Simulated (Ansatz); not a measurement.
NaSb2Au:

```
CELL_PARAMETERS angstrom
4.35730 0.00000 0.00000
-2.17865 3.77354 0.00000
0.00000 0.00000 6.81847
ATOMIC_POSITIONS crystal
Na 0.00000 0.00000 0.50000
Sb 0.66667 0.33333 0.81632
Sb 0.33333 0.66667 0.18368
Au 0.00000 0.00000 0.00000
```

The cell was built by a generator and needn't be a form met in nature.

| Item | Value |
| --- | --- |
| Program | Ansatz 0.2.0 |
| Task | relaxation of cell and atoms |
| Functional | PBE |
| Potentials or basis | Ansatz PAW |
| Cutoff | 420 eV (not typed: the program's choice for these potentials) |
| k mesh | 5 × 5 × 3 |
| Occupations | fermi-dirac, width 0.05 eV |
| Spin | no spin polarisation |

At the start: volume 28.03 Å³/atom.

**Question.** How do energy, volume and symmetry change on relaxing?

**Answer.** It ends after 7 steps and the volume is 27.81 Å³/atom (-0.8 %); space group P-3m1 (No. 164, to 0.05 Å).

The path:
```
step  energy change (eV)  largest force (eV/Å)  volume (Å³)
   1              0.0000                0.0080       112.11
   2             -0.0037                0.0041       112.57
   3             -0.0065                0.0794       112.20
   4             -0.0068                0.0561       112.08
   5             -0.0081                0.0022       111.63
   6             -0.0083                0.0002       111.25
   7             -0.0082                0.0002       111.25
```

Final structure:
```
Na Sb Au
1.0
     4.41017    0.00000    0.00000
    -2.20508    3.81932    0.00000
     0.00000    0.00000    6.60477
Na Sb Au
1 2 1
Cartesian
  0.0000 0.0000 3.3024
  2.2051 1.2731 5.3874
  0.0000 2.5462 1.2174
  0.0000 0.0000 0.0000
```

Caveat: the plane-wave basis is chosen anew once the cell has moved, so the energies of steps on either side of that aren't comparable.
